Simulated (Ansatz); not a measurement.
The system is CaBC.

```
Ca C B
1.0
     2.96675    0.00000    0.00000
    -1.48338    2.56928    0.00000
     0.00000    0.00000    8.20541
Ca C B
2 2 2
Direct
  0.00000 0.00000 0.50000
  0.00000 0.00000 0.00000
  0.33333 0.66667 0.25000
  0.66667 0.33333 0.75000
  0.33333 0.66667 0.75000
  0.66667 0.33333 0.25000
```

The cell comes from a database or a generator and needn't be the stable form of this composition.

| Quantity | Value |
| --- | --- |
| Program | Ansatz 0.2.0 |
| Task | single point |
| Functional | PBE |
| Potentials or basis | Ansatz PAW |
| Cutoff | 420 eV (not typed: the program's choice for these potentials) |
| k mesh | 10 × 10 × 4 |
| Occupations | fermi-dirac, width 0.05 eV |
| Spin | no spin polarisation |

On this cell: pressure -0.7 GPa; largest force under 0.003 eV/Å; band gap on the k mesh none (metal or under the smearing width).

The same run follows on a disturbed copy (atoms moved at random, drawn with an rms of 0.05 Å):

```
Ca C B
1.0
     2.96675    0.00000    0.00000
    -1.48338    2.56928    0.00000
     0.00000    0.00000    8.20541
Ca C B
2 2 2
Cartesian
  -0.0088 -0.0539 4.0832
  -0.0165 -0.0196 -0.0609
  -0.0015 1.7063 2.0039
  1.4874 0.8554 6.1560
  0.0153 1.6894 6.1287
  1.4830 0.8764 2.0648
```

Question: What changes?

Answer: The energy (extrapolated to zero smearing) moves by +8.3 meV/atom; pressure -0.4 GPa; largest force 0.846 eV/Å; band gap on the k mesh none (metal or under the smearing width).

Forces in eV/Å, atoms in the order of the input:
```
Ca   0.070  0.306  0.044
Ca   0.121  0.073  0.450
C   -0.009  0.287  0.380
C    0.128 -0.400 -0.293
B   -0.260  0.265  0.076
B   -0.050 -0.531 -0.657
```

Stress tensor (GPa, compression positive):
```
-1.26  0.12  0.07
 0.12 -0.04  0.07
 0.07  0.07  0.02
```
